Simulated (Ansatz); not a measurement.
What does this script print? It uses the Python package of Ansatz (0.2.0).

Script `run_dimer.py`:
```python
import ansatz as az
import numpy as np

FIRST = [
    ('S', (-0.1885, 0.9899, -0.6086)),
    ('Si', (-0.1923, -0.8395, 0.4266)),
    ('Br', (1.8443, -1.1849, 1.1274)),
    ('H', (-1.4636, 1.0346, -0.9455)),
]
SECOND = [
    ('S', (3.6051, -3.7692, 2.1665)),
    ('Si', (2.6223, -4.1909, 3.9761)),
    ('Br', (0.5458, -3.566, 3.7397)),
    ('H', (4.8099, -4.2036, 2.4844)),
]

def energy(atoms, ghosts=()):
    molecule = az.Crystal.molecule()
    for symbol, xyz in atoms:
        molecule = molecule.atom(symbol, xyz)
    calc = (
        molecule.calculation()
        .basis(gaussian='def2-SVP')
        .functional('pbe')
    )
    deck = calc.input()
    if ghosts:
        deck = deck.set(az.key.basis.gaussian.ghost_atoms, [{'symbol': s, 'position_ang': list(xyz)} for s, xyz in ghosts])
    return az.Session.from_dict(deck).plan().execute().report['free_energy_ev']

direction = np.array([0.501, -0.6804, 0.5349])
print('shift (A)   counterpoise-corrected interaction (eV)')
for shift in (-0.3, 0.0, 0.4, 1.0, 2.0):
    moved = [(s, tuple(np.round(np.array(xyz) + shift * direction, 4))) for s, xyz in SECOND]
    gain = energy(FIRST + moved) - energy(FIRST, moved) - energy(moved, FIRST)
    print(f'{shift:8.2f} {gain:14.3f}')
```

```console
$ python run_dimer.py
shift (A)   counterpoise-corrected interaction (eV)
   -0.30          0.265
    0.00          0.092
    0.40          0.020
    1.00          0.001
    2.00          0.000
```

Caveats:
- The dimer is a generated trial pose of unrelaxed monomers, not a minimum, so the figure is no binding energy, and the basis set is small.
- This level lacks the dispersion part of the attraction (electrostatics and induction are there), which can decide the sign where the interaction is weak.
- Finished in 60 s on 1 thread of Arm Neoverse V1, with other jobs on the host, peak memory 0.29 GiB.
